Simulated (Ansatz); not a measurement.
# CH₅GeN (SMILES N=[CH][GeH3]): functionals against CCSD(T) at one geometry

An exercise on one series of results from a longer session: the logs are not shown, and one member is left open.

Method: single points in def2-TZVPP; program: Ansatz 0.2.0, Gaussian basis.

Correlated methods freeze the cores. Filled d shells of the heavier atoms are correlated.

## The system as given

SMILES `N=[CH][GeH3]`, 8 atoms, charge 0, spin multiplicity 1.

Atoms are counted from 1 here; the program's logs count them from 0.

Bond lengths: N1–C2 1.278 Å, N1–H4 1.070 Å, C2–Ge3 2.043 Å, C2–H5 1.104 Å, Ge3–H6 1.551 Å, Ge3–H7 1.475 Å, Ge3–H8 1.595 Å. Angles: C2–N1–H4 110.9°, N1–C2–Ge3 128.1°, N1–C2–H5 111.0°, Ge3–C2–H5 120.4°, C2–Ge3–H6 111.6°, C2–Ge3–H7 107.8°, C2–Ge3–H8 108.6°, H6–Ge3–H7 110.2°, H6–Ge3–H8 109.0°, H7–Ge3–H8 109.5°.

As a file:

```
N    -1.4781    0.4450   -1.2051
C    -0.2616    0.5667   -0.8315
Ge    0.6871   -0.3925    0.7023
H    -2.0361   -0.1420   -0.5053
H     0.2334    1.3995   -1.3610
H     0.0420   -0.0577    2.0720
H     0.6120   -1.8426    0.4435
H     2.2146    0.0661    0.7210
```

Set-up of the first run:

Input file run/in.yaml:

```yaml
crystal:
  periodic: [false, false, false]
  atoms:
    - {symbol: N, position_ang: [-1.478100, 0.445000, -1.205100]}
    - {symbol: C, position_ang: [-0.261600, 0.566700, -0.831500]}
    - {symbol: Ge, position_ang: [0.687100, -0.392500, 0.702300]}
    - {symbol: H, position_ang: [-2.036100, -0.142000, -0.505300]}
    - {symbol: H, position_ang: [0.233400, 1.399500, -1.361000]}
    - {symbol: H, position_ang: [0.042000, -0.057700, 2.072000]}
    - {symbol: H, position_ang: [0.612000, -1.842600, 0.443500]}
    - {symbol: H, position_ang: [2.214600, 0.066100, 0.721000]}
basis:
  gaussian: {orbitals: def2-TZVPP}
correlation: {method: ccsd_t}
output: {forces: true}
```

No record of the launch command was kept for these runs.

Among the steps run: CCSD(T)/def2-TZVPP; PBE0-D4/def2-TZVPP; wB97M-V/def2-TZVPP; r2SCAN-D4/def2-TZVPP; PBE-D4/def2-TZVPP; LC-wPBE/def2-TZVPP; SPW92/def2-TZVPP.

One of the session's tables, all rows but one given; the rest of the session is left out.

```
   method  RMS force component (eV/Å)  angle to CCSD(T) forces (°)  dipole (D)
  CCSD(T)                       0.790                    reference        1.79
  PBE0-D4                       0.798                         25.5        1.77
  wB97M-V                       0.786                         22.6        1.88
r2SCAN-D4                       0.758                         20.5        1.67
   PBE-D4                           ?                            ?           ?
  LC-wPBE                       0.836                         27.9        1.99
    SPW92                       0.716                         30.8        1.66
```

Q: Estimate the row for PBE-D4 from the others.

As computed: RMS force component (eV/Å): 0.704; angle to CCSD(T) forces (°): 16.9; dipole (D): 1.58. In the column «RMS force component (eV/Å)» it is the lowest.
